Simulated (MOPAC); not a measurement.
# PM6-D3H4 run of C2H6BrFGaN (SMILES C[N](C)[Ga]([F])[Br])

What is the adiabatic ionisation energy of C2H6BrFGaN at PM6-D3H4? 

Program for the calculation: MOPAC 23.2.5.

## (1) The molecule

The species is C2H6BrFGaN (12 atoms), meant as a singlet with charge 0. As SMILES, `C[N](C)[Ga]([F])[Br]`. All atoms were displaced at random from a relaxed shape. The run starts from this shape.

Bond lengths: C1–N2 1.458 Å, N2–C3 1.440 Å, N2–Ga4 1.781 Å, Ga4–F5 1.720 Å, Ga4–Br6 2.271 Å, C1–H7 1.102 Å, C1–H8 1.101 Å, C1–H9 1.093 Å, C3–H10 1.086 Å, C3–H11 1.105 Å, C3–H12 1.101 Å. Some angles: C1–N2–C3 113.9°, C1–N2–Ga4 124.2°, C3–N2–Ga4 122.0°, N2–Ga4–F5 119.1°, N2–Ga4–Br6 123.6°, F5–Ga4–Br6 117.3°, N2–C1–H7 110.9°, N2–C1–H8 110.7°, N2–C1–H9 110.9°, N2–C3–H10 109.0°.

## (2) A structure relaxation at PM6-D3H4

Input file input.mop:

```
PM6-D3H4 CYCLES=300 DISP PRECISE GRADIENTS GNORM=0.02 CHARGE=0 AUX(PRECISION=6) THREADS=1
job C2H6BrFGaN

C     -0.606989    -0.586555     1.146889
N      0.019845     0.010358    -0.025893
C      1.043928    -0.809503    -0.620586
Ga    -0.421531     1.600189    -0.695181
F      0.409855     2.183878    -2.083646
Br    -2.014025     2.944624     0.206409
H      0.139596    -0.783123     1.933778
H     -1.095548    -1.538111     0.886072
H     -1.365102     0.080738     1.565755
H      1.439008    -0.301169    -1.495565
H      0.625697    -1.778508    -0.946276
H      1.851171    -1.026963     0.095302
```

The run is started by

```console
$ mopac input.mop
```

input.out:

```text
MOPAC v23.2.5
PM6-D3H4 CALCULATION RESULTS
[...]
 *  GNORM      - EXIT WHEN GRADIENT NORM DROPS BELOW 0.020
[...]
           Empirical Formula: C2 H6 N Ga F Br  =    12 atoms
      MOLECULAR POINT GROUP   :   Cs
[...]
 CYCLE:     1 TIME:   0.012 TIME LEFT:  2.00D  GRAD.:    72.471 HEAT: -77.04987
[...]
 CYCLE:    84 TIME:   0.004 TIME LEFT:  2.00D  GRAD.:     0.020 HEAT: -81.58252
[...]
     SCF FIELD WAS ACHIEVED
[...]
                              SUM =        -81.58252 KCAL/MOL = FINAL HEAT OF FORMATION
          TOTAL ENERGY            =      -1267.12217 EV
          ELECTRONIC ENERGY       =      -3958.92200 EV
          CORE-CORE REPULSION     =       2691.79983 EV
          COSMO AREA              =        154.71 SQUARE ANGSTROMS
          COSMO VOLUME            =        149.06 CUBIC ANGSTROMS
          GRADIENT NORM           =          0.01980          =       0.00572 PER ATOM
          IONIZATION POTENTIAL    =          9.534344 EV
          HOMO LUMO ENERGIES (EV) =         -9.534 -1.258
          NO. OF FILLED LEVELS    =         18
          MOLECULAR WEIGHT        =        212.7135         POINT GROUP:  C1
[...]
                             CARTESIAN COORDINATES
   1    C       -0.625242249    -0.556502712     1.151506289
   2    N        0.214562683     0.132962167     0.140987225
   3    C        1.068849687    -0.803083670    -0.631618213
   4   Ga       -0.483330184     1.572491713    -0.723175379
   5    F        0.385835173     2.148296750    -2.131119025
   6   Br       -2.016475405     2.923380111     0.206220796
   7    H        0.070811027    -1.089633271     1.856623074
   8    H       -1.326114346    -1.306938272     0.704362068
   9    H       -1.210883023     0.183458080     1.758620030
  10    H        1.745495811    -0.239947994    -1.328808687
  11    H        0.482358391    -1.557671336    -1.215101781
  12    H        1.724399931    -1.345341102     0.104051244
[...]
              NET ATOMIC CHARGES AND DIPOLE CONTRIBUTIONS
  ATOM NO.   TYPE          CHARGE      No. of ELECS.   s-Pop       p-Pop       d-Pop
    1          C          -0.320629        4.3206     1.09806     3.22257
    2          N          -0.254841        5.2548     1.55283     3.70201
    3          C          -0.318671        4.3187     1.09842     3.22025
    4         Ga           0.367481        2.6325     1.17451     1.45801
    5          F          -0.308176        7.3082     1.96638     5.34179
    6         Br          -0.110896        7.1109     1.97642     5.13116     0.00331
    7          H           0.160719        0.8393     0.83928
    8          H           0.142733        0.8573     0.85727
    9          H           0.168174        0.8318     0.83183
   10          H           0.173298        0.8267     0.82670
   11          H           0.142171        0.8578     0.85783
   12          H           0.158637        0.8414     0.84136
 DIPOLE           X         Y         Z       TOTAL
 POINT-CHG.    -0.022    -3.916     2.269     4.526
 HYBRID        -0.286     0.103    -0.336     0.453
 SUM           -0.308    -3.813     1.934     4.286
[...]
 * JOB ENDED NORMALLY *
[...]
```

Run time: 0.61 s. Hardware: 1 thread of Arm Neoverse N1, shared host.

Step by step:

| step | energy from the first frame kept (eV) | largest force (eV/Å) |
| --- | --- | --- |
| 0 | 0.0000 | 1.3674 |
| 4 | -0.1491 | 0.4493 |
| 8 | -0.1598 | 0.1713 |
| 12 | -0.1616 | 0.0331 |
| 16 | -0.1624 | 0.0322 |
| 20 | -0.1629 | 0.0716 |
| 24 | -0.1670 | 0.2465 |
| 28 | -0.1760 | 0.1042 |
| 32 | -0.1778 | 0.0487 |
| 36 | -0.1813 | 0.0703 |
| 40 | -0.1908 | 0.1278 |
| 44 | -0.1954 | 0.0439 |
| 48 | -0.1962 | 0.0131 |
| 52 | -0.1962 | 0.0079 |
| 56 | -0.1964 | 0.0078 |
| 60 | -0.1964 | 0.0105 |
| 64 | -0.1965 | 0.0052 |
| 68 | -0.1965 | 0.0040 |
| 72 | -0.1965 | 0.0007 |
| 76 | -0.1965 | 0.0010 |
| 80 | -0.1966 | 0.0031 |
| 83 | -0.1966 | 0.0004 |

After the run. Bond lengths: C1–N2 1.484 Å, N2–C3 1.484 Å, N2–Ga4 1.818 Å, Ga4–F5 1.752 Å, Ga4–Br6 2.245 Å, C1–H7 1.125 Å, C1–H8 1.120 Å, C1–H9 1.122 Å, C3–H10 1.123 Å, C3–H11 1.120 Å, C3–H12 1.125 Å. Some angles: C1–N2–C3 112.8°, C1–N2–Ga4 118.3°, C3–N2–Ga4 118.2°, N2–Ga4–F5 116.9°, N2–Ga4–Br6 122.8°, F5–Ga4–Br6 118.3°, N2–C1–H7 107.3°, N2–C1–H8 113.2°, N2–C1–H9 110.9°, N2–C3–H10 110.7°.

## (3) The doublet cation: a structure relaxation at PM6-D3H4

Input file job.mop:

```
DISP UHF DOUBLET CYCLES=300 CHARGE=1 GNORM=0.05 PM6-D3H4 THREADS=1 AUX(PRECISION=6)
C2H6BrFGaN, PM6-D3H4

C     -0.625242 +1    -0.556503 +1     1.151506 +1
N      0.214563 +1     0.132962 +1     0.140987 +1
C      1.068850 +1    -0.803084 +1    -0.631618 +1
Ga    -0.483330 +1     1.572492 +1    -0.723175 +1
F      0.385835 +1     2.148297 +1    -2.131119 +1
Br    -2.016475 +1     2.923380 +1     0.206221 +1
H      0.070811 +1    -1.089633 +1     1.856623 +1
H     -1.326114 +1    -1.306938 +1     0.704362 +1
H     -1.210883 +1     0.183458 +1     1.758620 +1
H      1.745496 +1    -0.239948 +1    -1.328809 +1
H      0.482358 +1    -1.557671 +1    -1.215102 +1
H      1.724400 +1    -1.345341 +1     0.104051 +1
```

The run is started by

```console
$ mopac job.mop
```

job.out (excerpt; [...] marks lines left out):

```text
MOPAC v23.2.5
PM6-D3H4 CALCULATION RESULTS
[...]
 *  GNORM      - EXIT WHEN GRADIENT NORM DROPS BELOW 0.050
[...]
           Empirical Formula: C2 H6 N Ga F Br  =    12 atoms
      MOLECULAR POINT GROUP   :   C1
[...]
 CYCLE:     1 TIME:   0.020 TIME LEFT:  2.00D  GRAD.:   153.008 HEAT:  117.7694
[...]
 CYCLE:   186 TIME:   0.004 TIME LEFT:  2.00D  GRAD.:     0.052 HEAT:  102.6446
[...]
     SCF FIELD WAS ACHIEVED
[...]
                              SUM =        102.64457 KCAL/MOL = FINAL HEAT OF FORMATION
          TOTAL ENERGY            =      -1259.09981 EV
          ELECTRONIC ENERGY       =      -3955.18341 EV
          CORE-CORE REPULSION     =       2696.08359 EV
          COSMO AREA              =        154.90 SQUARE ANGSTROMS
          COSMO VOLUME            =        149.39 CUBIC ANGSTROMS
          GRADIENT NORM           =          0.05224          =       0.01508 PER ATOM
          IONIZATION POTENTIAL    =         15.763920 EV
          ALPHA SOMO LUMO (EV)    =        -15.817 -6.592
          BETA  SOMO LUMO (EV)    =        -15.764 -6.800
          NO. OF ALPHA ELECTRONS  =         18
          NO. OF BETA  ELECTRONS  =         17
          MOLECULAR WEIGHT        =        212.7135         POINT GROUP:  C1
[...]
                             CARTESIAN COORDINATES
[...]
              NET ATOMIC CHARGES AND DIPOLE CONTRIBUTIONS
  ATOM NO.   TYPE          CHARGE      No. of ELECS.   s-Pop       p-Pop       d-Pop
    1          C          -0.433346        4.4333     1.11207     3.32128
    2          N           0.068629        4.9314     1.51772     3.41365
    3          C          -0.432016        4.4320     1.11292     3.31910
    4         Ga           0.477569        2.5224     1.19323     1.32920
    5          F          -0.201171        7.2012     1.96779     5.23338
    6         Br           0.139834        6.8602     1.96907     4.88706     0.00403
    7          H           0.231314        0.7687     0.76869
    8          H           0.237181        0.7628     0.76282
    9          H           0.217887        0.7821     0.78211
   10          H           0.241884        0.7581     0.75812
   11          H           0.237287        0.7627     0.76271
   12          H           0.214948        0.7851     0.78505
 DIPOLE           X         Y         Z       TOTAL
[...]
                    (S**2)  =    0.767149
[...]
 * JOB ENDED NORMALLY *
[...]
```

It took 1.9 s on 1 thread of Arm Neoverse N1, shared host.

Step by step:

| step | energy from the first frame kept (eV) | largest force (eV/Å) |
| --- | --- | --- |
| 0 | 0.0000 | 4.2560 |
| 8 | -0.5831 | 0.5404 |
| 16 | -0.6239 | 0.0819 |
| 24 | -0.6275 | 0.0283 |
| 32 | -0.6372 | 0.1032 |
| 40 | -0.6494 | 0.0857 |
| 48 | -0.6532 | 0.0398 |
| 56 | -0.6547 | 0.0139 |
| 64 | -0.6549 | 0.0142 |
| 72 | -0.6550 | 0.0085 |
| 80 | -0.6550 | 0.0065 |
| 88 | -0.6551 | 0.0092 |
| 96 | -0.6551 | 0.0077 |
| 104 | -0.6547 | 0.0807 |
| 112 | -0.6552 | 0.0475 |
| 120 | -0.6552 | 0.0393 |
| 128 | -0.6554 | 0.0117 |
| 136 | -0.6555 | 0.0111 |
| 144 | -0.6557 | 0.0049 |
| 152 | -0.6558 | 0.0069 |
| 160 | -0.6559 | 0.0136 |
| 168 | -0.6559 | 0.0165 |
| 176 | -0.6559 | 0.0106 |
| 184 | -0.6559 | 0.0035 |
| 185 | -0.6559 | 0.0010 |

After the run. Bond lengths: C1–N2 1.443 Å, N2–C3 1.444 Å, N2–Ga4 1.951 Å, Ga4–F5 1.734 Å, Ga4–Br6 2.172 Å, C1–H7 1.136 Å, C1–H8 1.140 Å, C1–H9 1.128 Å, C3–H10 1.140 Å, C3–H11 1.137 Å, C3–H12 1.129 Å. Some angles: C1–N2–C3 118.0°, C1–N2–Ga4 122.2°, C3–N2–Ga4 119.8°, N2–Ga4–F5 106.8°, N2–Ga4–Br6 119.1°, F5–Ga4–Br6 134.1°, N2–C1–H7 111.1°, N2–C1–H8 109.9°, N2–C1–H9 113.9°, N2–C3–H10 110.4°.

## (4) Outcome

At PM6-D3H4:

```
                                                               quantity           value
                               run 1, PM6-D3H4: total energy at the end    -46.56588 Eh
                                         run 1, PM6-D3H4: dipole moment          4.29 D
                                           run 1, PM6-D3H4: HOMO energy        -9.53 eV
                                           run 1, PM6-D3H4: LUMO energy        -1.26 eV
                                         run 1, PM6-D3H4: HOMO–LUMO gap         8.28 eV
                                     run 1, PM6-D3H4: dispersion energy    -5.25 kJ/mol
                                     run 1, PM6-D3H4: heat of formation  -81.6 kcal/mol
                                doublet cation: total energy at the end    -46.27106 Eh
                             doublet cation: HOMO energy (over α and β)       -15.76 eV
                             doublet cation: LUMO energy (over α and β)        -6.80 eV
                                      doublet cation: dispersion energy    -5.61 kJ/mol
                                      doublet cation: heat of formation  102.6 kcal/mol
                                                   doublet cation: ⟨S²⟩           0.767
adiabatic ionisation energy (to the doublet cation, no zero-point term)        7.989 eV
```

In words: The adiabatic ionisation energy (to the doublet cation, no zero-point term) is 7.99 eV (184 kcal/mol). The optimisation (run 1, PM6-D3H4) took 83 steps and changed the energy by -0.197 eV. The optimisation (doublet cation) took 185 steps and changed the energy by -0.656 eV.
